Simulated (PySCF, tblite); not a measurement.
**C6H11NO: geometry, infrared bands and NMR shifts**

Aim: predict the infrared bands and NMR shifts of C6H11NO (`CO[C@H]1C=NCCC1`).

Programs: tblite 0.8.0 and PySCF 2.14.0, with density-fitted response routines of our own. Each step states its level of theory. These are calculated values for one molecule in the gas phase, unless marked as measured. Atoms are numbered from 0 throughout.

## (1) The starting structure

19 atoms, charge 0, multiplicity 1; geometry from: force field or distance geometry start.

Bonds of the start (Å): C0–O1 1.44, O1–C2 1.43, C2–C3 1.53, C3–N4 1.29, N4–C5 1.46, C5–C6 1.52, C6–C7 1.52, C7–C2 1.52, C0–H8 1.09, C0–H9 1.09, C0–H10 1.09, C2–H11 1.09, C3–H12 1.10, C5–H13 1.09, C5–H14 1.09, C6–H15 1.10, C6–H16 1.10, C7–H17 1.10, C7–H18 1.09.

## (2) Relaxing the molecule with GFN2-xTB

The job: settings as JSON, then the geometry in Å.

```
{"job": {"kind": "relax", "xc": "GFN2-xTB", "basis": "xTB"}, "charge": 0, "multiplicity": 1}
C      2.667100    -0.064200    -0.927800
O      1.460900     0.714900    -0.984100
C      0.587500     0.437800     0.113100
C     -0.385300     1.617700     0.180800
N     -1.668300     1.548700     0.321100
C     -2.331800     0.243900     0.304900
C     -1.418300    -0.886000     0.753700
C     -0.147300    -0.874300    -0.074900
H      3.303400     0.245000    -1.756500
H      3.191700     0.115300     0.013900
H      2.436100    -1.128200    -1.042700
H      1.134100     0.446600     1.055700
H      0.075600     2.612400     0.201600
H     -3.190100     0.290000     0.972300
H     -2.714500     0.056900    -0.698200
H     -1.940500    -1.846400     0.659100
H     -1.166800    -0.770600     1.822200
H     -0.397700    -1.039700    -1.138200
H      0.494300    -1.710600     0.216600
```

Launch:

```console
OMP_NUM_THREADS=1 python probes_run.py task.json out
```

The driver reads the jobs from task.json and runs them one after another.

**Question.** This job is followed by: GFN2-xTB harmonic vibrations, gas phase; GIAO PBE0/pcSseg-1 NMR shielding, non-relativistic, gas phase. What will the session give for the following? strongest single infrared mode (GFN2-xTB); zero-point energy (GFN2-xTB); ¹³C shifts against TMS (PBE0/pcSseg-1); ¹H shifts against TMS (PBE0/pcSseg-1, means over atoms taken as alike); ¹⁷O shifts against H2O (PBE0/pcSseg-1); ¹⁵N shifts against NH3 (PBE0/pcSseg-1).

**Answer**, as computed:

| quantity | value |
| --- | --- |
| strongest single infrared mode (GFN2-xTB) | 1112 cm⁻¹, 109 km/mol |
| zero-point energy (GFN2-xTB) | 102.0 kcal/mol |
| ¹³C shifts against TMS (PBE0/pcSseg-1) | 168.3, 79.2, 58.5, 53.2, 27.0, 24.0 ppm |
| ¹H shifts against TMS (PBE0/pcSseg-1, means over atoms taken as alike) | 7.84, 4.16, 3.73, 3.57, 3.52, 2.24, 1.61, 1.52, 1.19 ppm |
| ¹⁷O shifts against H2O (PBE0/pcSseg-1) | 40.1 ppm |
| ¹⁵N shifts against NH3 (PBE0/pcSseg-1) | 376.2 ppm |

What this shows: Over 65 steps the energy fell by 0.181 eV; of the close pairs, C3–N4 changed most, 1.292 to 1.253 Å. No mode is imaginary among the 51: a minimum at this level. The strongest single mode, at 1112 cm⁻¹, has its largest shares on O1, C0 and C2 (the list is cut at 3 atoms). Unscaled tight-binding wavenumbers are off by several per cent, some by more. Its intensities can rank the bands wrongly. At PBE0/pcSseg-1: Shielding is most anisotropic at N4 (span 729 ppm, paramagnetic term -437 ppm).
